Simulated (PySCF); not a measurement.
# C3H9Sb: NMR shieldings, part 2 of 2

PySCF 2.14.0. Atoms count from 0.

### 5 NMR shieldings: PBE/pcSseg-1 Sb:us-x2c-TZVPall-2c in water, spin-free

The job: settings as JSON, then the geometry in Å.

```
{"job": {"xc": "PBE", "basis": {"default": "pcSseg-1", "Sb": "us-x2c-TZVPall-2c"}, "rel": "sf", "solvent": "water", "kind": "hnmr"}, "charge": 0, "multiplicity": 1}
Sb     0.012520     0.004660     1.225650
C      1.822590    -0.004210     0.032840
H      2.451830     0.833450     0.310340
H      1.566310     0.072930    -1.018260
H      2.370120    -0.924480     0.203070
C     -0.908800     1.575830     0.048930
H     -0.802450     1.353950    -1.007210
H     -0.436380     2.527090     0.265540
H     -1.961650     1.644600     0.295930
C     -0.910710    -1.571140     0.058040
H     -1.980370    -1.576940     0.233870
H     -0.502770    -2.532390     0.347940
H     -0.720240    -1.403360    -0.996680
```

With the program's defaults for keys left out, this is: PBE/pcSseg-1 Sb:us-x2c-TZVPall-2c GIAO NMR shielding, spin-free X2C, Gaussian nuclei, IEF-PCM water.

Log:

```text
spin-free SCF
coarse grid: 45816 points
cycle   1  E = -6599.8161365215  dE = -3.021e-01  |g| = 7.246e-01  |ddm| = 1.390e+01
cycle   2  E = -6599.5321836898  dE =  2.840e-01  |g| = 1.205e+00  |ddm| = 1.723e+00
cycle   3  E = -6599.9470880997  dE = -4.149e-01  |g| = 1.179e-01  |ddm| = 1.195e+00
cycle   4  E = -6599.9492055539  dE = -2.117e-03  |g| = 4.086e-02  |ddm| = 1.580e-01
cycle   5  E = -6599.9494087225  dE = -2.032e-04  |g| = 9.222e-03  |ddm| = 3.689e-02
cycle   6  E = -6599.9494169097  dE = -8.187e-06  |g| = 1.141e-03  |ddm| = 7.191e-03
final grid: 96016 points
cycle   7  E = -6599.9471763100  dE = -1.200e-06  |g| = 2.717e-03  |ddm| = 4.866e-03
cycle   8  E = -6599.9471758764  dE =  4.336e-07  |g| = 2.545e-03  |ddm| = 4.962e-03
cycle   9  E = -6599.9471766567  dE = -7.803e-07  |g| = 7.865e-04  |ddm| = 3.400e-03
cycle  10  E = -6599.9471767269  dE = -7.020e-08  |g| = 4.106e-04  |ddm| = 8.812e-04
cycle  11  E = -6599.9471767678  dE = -4.095e-08  |g| = 2.736e-05  |ddm| = 3.619e-04
cycle  12  E = -6599.9471767680  dE = -1.692e-10  |g| = 9.270e-06  |ddm| = 4.163e-05
converged SCF energy = -6599.9471767680
check of the scalar solution
cycle   1  E = -6599.9471767680  dE = -6.600e+03  |FDS-SDF| = 4.969e+00
cycle   2  E = -6599.9483820261  dE = -1.205e-03  |FDS-SDF| = 2.772e-03
cycle   3  E = -6599.9483820261  dE = -3.638e-11  |FDS-SDF| = 1.395e-04
cycle   4  E = -6599.9483820248  dE =  1.353e-09  |FDS-SDF| = 1.454e-04
cycle   5  E = -6599.9483820268  dE = -2.025e-09  |FDS-SDF| = 3.392e-05
converged, E = -6599.9483820268

Field gradients (au) and densities at the nuclei (bohr^-3)
atom        Vxx        Vyy        Vzz        centre      nuclear mean
  0 Sb     1.8233     1.8353    -3.6586     190826.867     189388.978
  1 C     -0.0255    -0.0395     0.0650        114.413        114.413
  2 H     -0.1608    -0.1682     0.3289          0.382          0.382
  3 H     -0.1590    -0.1679     0.3269          0.381          0.381
  4 H     -0.1604    -0.1677     0.3281          0.381          0.381
  5 C     -0.0256    -0.0393     0.0649        114.413        114.413
  6 H     -0.1592    -0.1682     0.3274          0.381          0.381
  7 H     -0.1606    -0.1681     0.3287          0.382          0.382
  8 H     -0.1610    -0.1683     0.3293          0.382          0.382
  9 C     -0.0256    -0.0385     0.0641        114.413        114.412
 10 H     -0.1606    -0.1679     0.3285          0.382          0.382
 11 H     -0.1608    -0.1683     0.3291          0.382          0.382
 12 H     -0.1588    -0.1678     0.3266          0.381          0.381
without picture change
  0 Sb                          -3.9775                    395255.471

Core orbital energies (eV)
atom   shell        mean    spread
  0 Sb 1s       -30245.525   0.000
  0 Sb 2s        -4601.529   0.000
  0 Sb 3s         -901.192   0.000
  0 Sb 4s         -147.318   0.000
  0 Sb 2p        -4133.808   0.017
  0 Sb 3p         -748.392   0.037
  0 Sb 4p         -100.501   0.128
  0 Sb 3d         -513.694   0.050
  0 Sb 4d          -32.262   0.182

Shielding tensors (ppm)
atom      isotropic    diamagn.    paramagn.     s11        s22        s33       span
  0 Sb     2479.50     5279.41    -2799.91    2418.24    2508.78    2511.50      93.25
  1 C       174.78      249.05      -74.27     164.34     169.16     190.83      26.49
  2 H        30.95       29.72        1.23      25.44      27.54      39.87      14.43
  3 H        31.18       32.15       -0.97      26.04      29.04      38.46      12.42
  4 H        30.98       29.89        1.09      25.52      27.66      39.75      14.23
  5 C       174.97      249.05      -74.08     165.11     168.96     190.84      25.73
  6 H        31.18       32.16       -0.98      26.06      29.01      38.46      12.40
  7 H        30.97       29.81        1.16      25.51      27.59      39.80      14.29
  8 H        31.01       29.84        1.17      25.51      27.62      39.90      14.39
  9 C       175.24      249.08      -73.84     166.28     168.62     190.81      24.53
 10 H        31.02       29.94        1.08      25.53      27.71      39.81      14.28
 11 H        30.98       29.74        1.24      25.46      27.55      39.92      14.45
 12 H        31.15       32.16       -1.01      25.99      29.03      38.43      12.44
```

Run time: 18 s. Hardware: 1 thread of Arm Neoverse V2, shared host; peak memory 1.1 GiB.

### 6 NMR shieldings: PBE/pcSseg-1 Sb:us-x2c-TZVPall-2c in dichloromethane, spin–orbit

The job, as its differences from that of step 5:

```diff
@@ -1,2 +1,2 @@
-{"job": {"xc": "PBE", "basis": {"default": "pcSseg-1", "Sb": "us-x2c-TZVPall-2c"}, "rel": "sf", "solvent": "water", "kind": "hnmr"}, "charge": 0, "multiplicity": 1}
+{"job": {"xc": "PBE", "basis": {"default": "pcSseg-1", "Sb": "us-x2c-TZVPall-2c"}, "rel": "so", "solvent": "dichloromethane", "kind": "hnmr"}, "charge": 0, "multiplicity": 1}
 Sb     0.012520     0.004660     1.225650
```

Level: PBE/pcSseg-1 Sb:us-x2c-TZVPall-2c GIAO NMR shielding, X2C with spin-orbit coupling, screened-nuclear two-electron part, Gaussian nuclei, IEF-PCM dichloromethane.

Log:

```text
spin-free SCF
coarse grid: 45816 points
cycle   1  E = -6599.8154974468  dE = -3.016e-01  |g| = 7.255e-01  |ddm| = 1.390e+01
cycle   2  E = -6599.5251496275  dE =  2.903e-01  |g| = 1.214e+00  |ddm| = 1.735e+00
cycle   3  E = -6599.9465150410  dE = -4.214e-01  |g| = 1.223e-01  |ddm| = 1.213e+00
cycle   4  E = -6599.9488753062  dE = -2.360e-03  |g| = 4.086e-02  |ddm| = 1.633e-01
cycle   5  E = -6599.9490855872  dE = -2.103e-04  |g| = 9.486e-03  |ddm| = 3.759e-02
cycle   6  E = -6599.9490942491  dE = -8.662e-06  |g| = 1.182e-03  |ddm| = 7.367e-03
final grid: 96016 points
cycle   7  E = -6599.9468536900  dE = -1.155e-06  |g| = 2.774e-03  |ddm| = 5.002e-03
cycle   8  E = -6599.9468530820  dE =  6.080e-07  |g| = 2.753e-03  |ddm| = 5.286e-03
cycle   9  E = -6599.9468540775  dE = -9.956e-07  |g| = 8.343e-04  |ddm| = 3.641e-03
cycle  10  E = -6599.9468541690  dE = -9.146e-08  |g| = 4.620e-04  |ddm| = 9.793e-04
cycle  11  E = -6599.9468542192  dE = -5.022e-08  |g| = 2.987e-05  |ddm| = 4.142e-04
cycle  12  E = -6599.9468542194  dE = -2.110e-10  |g| = 1.121e-05  |ddm| = 4.273e-05
converged SCF energy = -6599.9468542194
two-component SCF
cycle   1  E = -6599.2126230362  dE = -6.599e+03  |FDS-SDF| = 4.863e+01
cycle   2  E = -6600.8930431650  dE = -1.680e+00  |FDS-SDF| = 7.457e-02
cycle   3  E = -6600.8930458685  dE = -2.704e-06  |FDS-SDF| = 1.262e-02
cycle   4  E = -6600.8930414888  dE =  4.380e-06  |FDS-SDF| = 9.180e-03
cycle   5  E = -6600.8930507533  dE = -9.265e-06  |FDS-SDF| = 2.340e-03
cycle   6  E = -6600.8930520597  dE = -1.306e-06  |FDS-SDF| = 4.989e-04
cycle   7  E = -6600.8930521062  dE = -4.650e-08  |FDS-SDF| = 3.293e-05
cycle   8  E = -6600.8930521064  dE = -2.483e-10  |FDS-SDF| = 7.370e-06
converged, E = -6600.8930521064

Field gradients (au) and densities at the nuclei (bohr^-3)
atom        Vxx        Vyy        Vzz        centre      nuclear mean
  0 Sb     1.8321     1.8440    -3.6761     190946.253     189508.364
  1 C     -0.0251    -0.0389     0.0640        114.413        114.413
  2 H     -0.1608    -0.1682     0.3290          0.382          0.382
  3 H     -0.1590    -0.1680     0.3271          0.381          0.381
  4 H     -0.1604    -0.1677     0.3281          0.382          0.382
  5 C     -0.0252    -0.0387     0.0639        114.413        114.413
  6 H     -0.1592    -0.1683     0.3276          0.382          0.382
  7 H     -0.1607    -0.1681     0.3287          0.382          0.382
  8 H     -0.1610    -0.1683     0.3293          0.382          0.382
  9 C     -0.0251    -0.0380     0.0631        114.413        114.413
 10 H     -0.1606    -0.1680     0.3286          0.382          0.382
 11 H     -0.1608    -0.1683     0.3291          0.382          0.382
 12 H     -0.1588    -0.1679     0.3268          0.381          0.381
without picture change
  0 Sb                          -3.9933                    395240.895

Core orbital energies (eV)
atom   shell        mean    spread
  0 Sb 1s       -30243.794   0.000
  0 Sb 2s        -4601.202   0.000
  0 Sb 3s         -901.116   0.000
  0 Sb 4s         -147.301   0.000
  0 Sb 2p1/2     -4303.750   0.000
  0 Sb 2p3/2     -4053.500   0.011
  0 Sb 3p1/2      -779.802   0.000
  0 Sb 3p3/2      -733.499   0.023
  0 Sb 4p1/2      -106.321   0.000
  0 Sb 4p3/2       -97.746   0.086
  0 Sb 3d3/2      -519.339   0.035
  0 Sb 3d5/2      -509.874   0.045
  0 Sb 4d3/2       -32.990   0.111
  0 Sb 4d5/2       -31.765   0.152

Shielding tensors (ppm)
atom      isotropic    diamagn.    paramagn.     s11        s22        s33       span
  0 Sb     3318.65     4856.31    -1537.66    3277.72    3280.28    3397.96     120.23
  1 C       183.37      249.17      -65.80     176.69     184.07     189.36      12.67
  2 H        30.74       29.75        0.99      25.06      27.25      39.90      14.85
  3 H        30.73       32.14       -1.41      25.31      28.41      38.47      13.17
  4 H        30.76       29.91        0.84      25.11      27.36      39.80      14.69
  5 C       183.59      249.17      -65.58     176.25     185.11     189.41      13.16
  6 H        30.73       32.15       -1.43      25.33      28.38      38.47      13.14
  7 H        30.75       29.84        0.91      25.12      27.29      39.84      14.72
  8 H        30.80       29.87        0.93      25.12      27.33      39.94      14.82
  9 C       183.86      249.20      -65.34     176.15     186.08     189.36      13.21
 10 H        30.80       29.97        0.84      25.12      27.42      39.86      14.74
 11 H        30.77       29.77        1.00      25.08      27.27      39.95      14.87
 12 H        30.70       32.15       -1.45      25.25      28.40      38.45      13.19
```

It took 44 s on 1 thread of Arm Neoverse V2, shared host; peak memory 1.1 GiB.

Key values:

```
                       quantity       value
energy from spin-orbit coupling  -0.9462 Eh
```

### 7 NMR shieldings: PBE/pcSseg-1 Sb:us-x2c-TZVPall-2c in dichloromethane, spin-free

The job, as its differences from that of step 6:

```diff
@@ -1,2 +1,2 @@
-{"job": {"xc": "PBE", "basis": {"default": "pcSseg-1", "Sb": "us-x2c-TZVPall-2c"}, "rel": "so", "solvent": "dichloromethane", "kind": "hnmr"}, "charge": 0, "multiplicity": 1}
+{"job": {"xc": "PBE", "basis": {"default": "pcSseg-1", "Sb": "us-x2c-TZVPall-2c"}, "rel": "sf", "solvent": "dichloromethane", "kind": "hnmr"}, "charge": 0, "multiplicity": 1}
 Sb     0.012520     0.004660     1.225650
```

Level: PBE/pcSseg-1 Sb:us-x2c-TZVPall-2c GIAO NMR shielding, spin-free X2C, Gaussian nuclei, IEF-PCM dichloromethane.

Log:

```text
spin-free SCF
coarse grid: 45816 points
cycle   1  E = -6599.8154974468  dE = -3.016e-01  |g| = 7.255e-01  |ddm| = 1.390e+01
cycle   2  E = -6599.5251496275  dE =  2.903e-01  |g| = 1.214e+00  |ddm| = 1.735e+00
cycle   3  E = -6599.9465150410  dE = -4.214e-01  |g| = 1.223e-01  |ddm| = 1.213e+00
cycle   4  E = -6599.9488753062  dE = -2.360e-03  |g| = 4.086e-02  |ddm| = 1.633e-01
cycle   5  E = -6599.9490855872  dE = -2.103e-04  |g| = 9.486e-03  |ddm| = 3.759e-02
cycle   6  E = -6599.9490942491  dE = -8.662e-06  |g| = 1.182e-03  |ddm| = 7.367e-03
final grid: 96016 points
cycle   7  E = -6599.9468536900  dE = -1.155e-06  |g| = 2.774e-03  |ddm| = 5.002e-03
cycle   8  E = -6599.9468530820  dE =  6.080e-07  |g| = 2.753e-03  |ddm| = 5.286e-03
cycle   9  E = -6599.9468540775  dE = -9.956e-07  |g| = 8.343e-04  |ddm| = 3.641e-03
cycle  10  E = -6599.9468541690  dE = -9.146e-08  |g| = 4.620e-04  |ddm| = 9.793e-04
cycle  11  E = -6599.9468542192  dE = -5.022e-08  |g| = 2.987e-05  |ddm| = 4.142e-04
cycle  12  E = -6599.9468542194  dE = -2.110e-10  |g| = 1.121e-05  |ddm| = 4.273e-05
converged SCF energy = -6599.9468542194
check of the scalar solution
cycle   1  E = -6599.9468542194  dE = -6.600e+03  |FDS-SDF| = 4.969e+00
cycle   2  E = -6599.9480594883  dE = -1.205e-03  |FDS-SDF| = 2.772e-03
cycle   3  E = -6599.9480594881  dE =  1.573e-10  |FDS-SDF| = 1.444e-04
cycle   4  E = -6599.9480594862  dE =  1.959e-09  |FDS-SDF| = 1.573e-04
cycle   5  E = -6599.9480594890  dE = -2.823e-09  |FDS-SDF| = 3.656e-05
converged, E = -6599.9480594890

Field gradients (au) and densities at the nuclei (bohr^-3)
atom        Vxx        Vyy        Vzz        centre      nuclear mean
  0 Sb     1.8276     1.8395    -3.6671     190826.936     189389.046
  1 C     -0.0248    -0.0387     0.0634        114.413        114.413
  2 H     -0.1608    -0.1682     0.3290          0.382          0.382
  3 H     -0.1590    -0.1681     0.3271          0.381          0.381
  4 H     -0.1604    -0.1677     0.3281          0.382          0.382
  5 C     -0.0249    -0.0384     0.0634        114.413        114.413
  6 H     -0.1592    -0.1683     0.3276          0.382          0.382
  7 H     -0.1606    -0.1681     0.3288          0.382          0.382
  8 H     -0.1610    -0.1683     0.3293          0.382          0.382
  9 C     -0.0248    -0.0377     0.0626        114.413        114.412
 10 H     -0.1606    -0.1680     0.3286          0.382          0.382
 11 H     -0.1608    -0.1683     0.3291          0.382          0.382
 12 H     -0.1588    -0.1679     0.3268          0.381          0.381
without picture change
  0 Sb                          -3.9861                    395255.616

Core orbital energies (eV)
atom   shell        mean    spread
  0 Sb 1s       -30245.531   0.000
  0 Sb 2s        -4601.535   0.000
  0 Sb 3s         -901.198   0.000
  0 Sb 4s         -147.325   0.000
  0 Sb 2p        -4133.814   0.017
  0 Sb 3p         -748.399   0.037
  0 Sb 4p         -100.508   0.128
  0 Sb 3d         -513.700   0.050
  0 Sb 4d          -32.269   0.182

Shielding tensors (ppm)
atom      isotropic    diamagn.    paramagn.     s11        s22        s33       span
  0 Sb     2479.56     5279.37    -2799.81    2420.15    2507.90    2510.63      90.48
  1 C       174.63      248.95      -74.32     164.18     169.06     190.64      26.46
  2 H        30.96       29.72        1.24      25.46      27.54      39.87      14.41
  3 H        31.19       32.13       -0.93      26.07      29.04      38.47      12.40
  4 H        30.98       29.89        1.10      25.54      27.67      39.75      14.21
  5 C       174.82      248.95      -74.13     164.95     168.86     190.64      25.69
  6 H        31.19       32.14       -0.95      26.09      29.02      38.47      12.38
  7 H        30.97       29.81        1.17      25.53      27.60      39.80      14.27
  8 H        31.02       29.83        1.19      25.53      27.63      39.90      14.37
  9 C       175.09      248.98      -73.89     166.13     168.52     190.61      24.48
 10 H        31.03       29.94        1.09      25.55      27.72      39.81      14.26
 11 H        30.99       29.74        1.25      25.48      27.56      39.92      14.43
 12 H        31.17       32.14       -0.97      26.03      29.03      38.44      12.41
```

It took 19 s on 1 thread of Arm Neoverse V2, shared host; peak memory 1.1 GiB.

### 8 Shieldings side by side

```
                                                                     run     Sb0     C5     C9     C1    H3    H6   H12  time
                   step 2, PBE/pcSseg-1 Sb:us-x2c-TZVPall-2c, spin–orbit  3315.4  182.8  183.1  182.6  30.8  30.8  30.8  43 s
                    step 3, PBE/pcSseg-1 Sb:us-x2c-TZVPall-2c, spin-free  2479.3  174.0  174.3  173.9  31.3  31.2  31.2  17 s
          step 4, PBE/pcSseg-1 Sb:us-x2c-TZVPall-2c in water, spin–orbit  3319.2  183.7  184.0  183.5  30.7  30.7  30.7  42 s
           step 5, PBE/pcSseg-1 Sb:us-x2c-TZVPall-2c in water, spin-free  2479.5  175.0  175.2  174.8  31.2  31.2  31.2  18 s
step 6, PBE/pcSseg-1 Sb:us-x2c-TZVPall-2c in dichloromethane, spin–orbit  3318.7  183.6  183.9  183.4  30.7  30.7  30.7  44 s
 step 7, PBE/pcSseg-1 Sb:us-x2c-TZVPall-2c in dichloromethane, spin-free  2479.6  174.8  175.1  174.6  31.2  31.2  31.2  19 s
```

### 9 Summary of results

This closing draws on all 2 parts.

| quantity | value |
| --- | --- |
| energy from spin-orbit coupling (step 2, PBE/pcSseg-1 Sb:us-x2c-TZVPall-2c, spin–orbit) | -0.9462 Eh |
| shieldings (step 2, PBE/pcSseg-1 Sb:us-x2c-TZVPall-2c, spin–orbit) | Sb0 3315.4, C1 182.6, C5 182.8, C9 183.1 ppm |
| surface potential, 1st and 99th percentile | -0.54 V and 0.66 V |
| shieldings (step 3, PBE/pcSseg-1 Sb:us-x2c-TZVPall-2c, spin-free) | Sb0 2479.3, C1 173.9, C5 174.0, C9 174.3 ppm |
| energy from spin-orbit coupling (step 4, PBE/pcSseg-1 Sb:us-x2c-TZVPall-2c in water, spin–orbit) | -0.9462 Eh |
| shieldings (step 4, PBE/pcSseg-1 Sb:us-x2c-TZVPall-2c in water, spin–orbit) | Sb0 3319.2, C1 183.5, C5 183.7, C9 184.0 ppm |
| shieldings (step 5, PBE/pcSseg-1 Sb:us-x2c-TZVPall-2c in water, spin-free) | Sb0 2479.5, C1 174.8, C5 175.0, C9 175.2 ppm |
| energy from spin-orbit coupling (step 6, PBE/pcSseg-1 Sb:us-x2c-TZVPall-2c in dichloromethane, spin–orbit) | -0.9462 Eh |
| shieldings (step 6, PBE/pcSseg-1 Sb:us-x2c-TZVPall-2c in dichloromethane, spin–orbit) | Sb0 3318.7, C1 183.4, C5 183.6, C9 183.9 ppm |
| shieldings (step 7, PBE/pcSseg-1 Sb:us-x2c-TZVPall-2c in dichloromethane, spin-free) | Sb0 2479.6, C1 174.6, C5 174.8, C9 175.1 ppm |

What this shows: A contracted two-component basis is stiff near heavy nuclei, so the absolute shieldings of the heavy atoms from it are rough. In step 2, Sb0 has the widest tensor, 140 ppm. Sb0 moves most between the runs, by 840 ppm; the labels say what changes from run to run.
